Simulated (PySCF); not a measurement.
# C7H8FS: the cost of one run

Programs: PySCF 2.14.0, with routines of our own; each step states its level. All values are computed. Atoms count from 0.

## (1) The system as given

17 atoms, charge 1, multiplicity 1; geometry from: GFN2-xTB.

## (2) Excited states: TDA B3LYP/def2-SVPD

The job: settings as JSON, then the geometry in Å.

```
{"job": {"kind": "states", "xc": "B3LYP", "basis": "def2-SVPD", "tda": true, "soc": true, "nstates": 8, "ntriplets": 5, "nquad": 4}, "charge": 1, "multiplicity": 1}
C      4.840908    -0.447897    -0.130086
C      3.703768    -0.200568     0.185664
C      2.423936     0.060502     0.538296
C      1.287309     0.331224     0.855852
C     -0.063480     0.562274     1.253550
F     -0.623517    -0.485402     1.908288
S     -1.144694     0.815217    -0.310057
C     -1.009114    -0.856390    -0.980417
C     -2.787860     0.741062     0.441935
H      5.833741    -0.659820    -0.400414
H     -0.195041     1.466282     1.859862
H      0.009738    -0.992298    -1.335270
H     -1.243960    -1.593614    -0.216589
H     -1.696835    -0.943088    -1.816741
H     -3.512956     0.608547    -0.356715
H     -2.851561    -0.081981     1.149494
H     -2.977379     1.687979     0.941285
```

With the program's defaults for keys left out, this is: TDA B3LYP/def2-SVPD excited states, vertical, gas phase, spin-orbit mean-field couplings.

Launch:

```
$ OMP_NUM_THREADS=1 python excited_run.py task.json out
```

One launch serves the whole session: the jobs run in the order shown.

Q: Estimate the wall time and peak memory of this first job on 1 thread of Arm Neoverse V2, shared host.

About 57 s, with a peak of 1.1 GiB.
